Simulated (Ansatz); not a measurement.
Write a Python script for Ansatz 0.2.0 through its Python package that makes a comparison of dispersion corrections of C₂H₁₀BClN₂, SMILES CN(C)[BH-]([NH3+])Cl. Level of theory (for the species named): B3LYP, def2-SVP basis, multiplicity 1, D3BJ dispersion.

```yaml
atoms:
  - { symbol: C, position_ang: [-0.9487, -1.3379, -0.6038] }
  - { symbol: N, position_ang: [-0.8271, 0.0995, -0.3167] }
  - { symbol: C, position_ang: [-1.0810, 0.3637, 1.1087] }
  - { symbol: B, position_ang: [0.5317, 0.6830, -0.8233] }
  - { symbol: N, position_ang: [1.7008, 0.3720, 0.1358] }
  - { symbol: Cl, position_ang: [0.3746, 2.5223, -1.0488] }
  - { symbol: H, position_ang: [-0.1915, -1.9320, -0.0471] }
  - { symbol: H, position_ang: [-0.8353, -1.5281, -1.6933] }
  - { symbol: H, position_ang: [-1.9607, -1.6977, -0.3181] }
  - { symbol: H, position_ang: [-0.9619, 1.4451, 1.3357] }
  - { symbol: H, position_ang: [-0.4001, -0.2264, 1.7612] }
  - { symbol: H, position_ang: [-2.1291, 0.0930, 1.3587] }
  - { symbol: H, position_ang: [0.7871, 0.2307, -1.8988] }
  - { symbol: H, position_ang: [1.6226, 0.9423, 1.0078] }
  - { symbol: H, position_ang: [2.6005, 0.6134, -0.3376] }
  - { symbol: H, position_ang: [1.7181, -0.6429, 0.3795] }
```

`c2h10bcln2.py`:
```python
'''Dispersion corrections for C2H10BClN2.'''

import ansatz as az


def main() -> None:
    geometry = (
        az.Crystal.molecule()
        .atom('C', (-0.9487, -1.3379, -0.6038))
        .atom('N', (-0.8271, 0.0995, -0.3167))
        .atom('C', (-1.081, 0.3637, 1.1087))
        .atom('B', (0.5317, 0.683, -0.8233))
        .atom('N', (1.7008, 0.372, 0.1358))
        .atom('Cl', (0.3746, 2.5223, -1.0488))
        .atom('H', (-0.1915, -1.932, -0.0471))
        .atom('H', (-0.8353, -1.5281, -1.6933))
        .atom('H', (-1.9607, -1.6977, -0.3181))
        .atom('H', (-0.9619, 1.4451, 1.3357))
        .atom('H', (-0.4001, -0.2264, 1.7612))
        .atom('H', (-2.1291, 0.093, 1.3587))
        .atom('H', (0.7871, 0.2307, -1.8988))
        .atom('H', (1.6226, 0.9423, 1.0078))
        .atom('H', (2.6005, 0.6134, -0.3376))
        .atom('H', (1.7181, -0.6429, 0.3795))
    )

    base = geometry.calculation().basis(gaussian='def2-SVP')
    for name in ['b3lyp', 'pbe']:
        for correction in ('d3bj', 'd4'):
            report = base.functional(name, dispersion=correction).run(threads=1, backend='cpu').report
            print(f'{name:8s} {correction:5s} total {report["free_energy_ev"]:.5f} eV, of which dispersion {1000 * report["dispersion"]["energy"]["ev"]:.2f} meV')


if __name__ == '__main__':
    main()
```

`python c2h10bcln2.py` gives:
```text
b3lyp    d3bj  total -18410.82160 eV, of which dispersion -663.51 meV
b3lyp    d4    total -18410.75448 eV, of which dispersion -596.40 meV
pbe      d3bj  total -18396.82322 eV, of which dispersion -396.00 meV
pbe      d4    total -18396.80257 eV, of which dispersion -375.35 meV
```

Caveats:
- Total energies depend on the basis set; only differences at equal settings carry meaning.
- The geometry is a force-field or estimated start, not a minimum of this method, and the basis set is short of its limit. D4 holds the three-body term, and d3bj doesn't.
- b3lyp holds the VWN-RPA fit, as in Gaussian; the form of ORCA and Turbomole is b3lyp5.
- The whole script took 19 s on 1 thread of Arm Neoverse V2, on a shared host, peak memory 0.36 GiB.
